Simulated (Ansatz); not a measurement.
# AlFH3O2: the cost of one run

All numbers below are computed with Ansatz 0.2.0 (UKS PBE0-D4/def2-SVP).

**1. The structure to begin with**

Bond lengths: Al1–F2 1.940 Å, Al1–O3 1.780 Å, O3–H4 1.010 Å, Al1–H5 1.560 Å, O6–H7 1.010 Å. Angles: F2–Al1–O3 120.0°, F2–Al1–H5 120.0°, O3–Al1–H5 120.0°, Al1–O3–H4 109.5°.

Structure file:

```xyz
7

Al    0.0000    0.0000    0.0000
F     0.0000    0.0000    1.9400
O     1.5415    0.0000   -0.8900
H     1.8414   -0.9519   -1.0449
H    -1.3510    0.0000   -0.7800
O     0.0000    0.0000    3.4700
H    -0.5144   -0.8011    3.8071
```

**2. A restrained relaxation towards end A**

Springs on the bonds that form and break draw the guess towards this end; the thresholds are loose.

File input.yaml:

```yaml
crystal:
  periodic: [false, false, false]
  atoms:
    - { symbol: Al, position_ang: [0.0, 0.0, 0.0] }
    - { symbol: F, position_ang: [0.0, 0.0, 1.94] }
    - { symbol: O, position_ang: [1.5415, 0.0, -0.89] }
    - { symbol: H, position_ang: [1.8414, -0.9519, -1.0449] }
    - { symbol: H, position_ang: [-1.351, 0.0, -0.78] }
    - { symbol: O, position_ang: [0.0, 0.0, 3.47] }
    - { symbol: H, position_ang: [-0.5144, -0.8011, 3.8071] }
magnetization:
  spin_polarized: true
  initial_magnetization: 1
basis:
  gaussian: { orbitals: def2-SVP }
hamiltonian:
  xc: pbe0
  dispersion: d4
relax:
  f_tol: 0.15
  max_steps: 25
  restrain:
    - { distance: [1, 5], at: 2.43, k: 30.0 }
    - { distance: [0, 1], at: 1.69, k: 30.0 }
output:
  orbitals: {}
```

Started as:

```console
> ansatz run input.yaml --threads 2 --pin off --max-ram 3072MiB --backend cpu --events-out ev --progress --plain --runs-dir out
```

Q: Estimate wall time and peak memory on 2 threads of AMD EPYC 7R32 (Zen 2), shared host.

About 70 s, with a peak of 0.23 GiB.
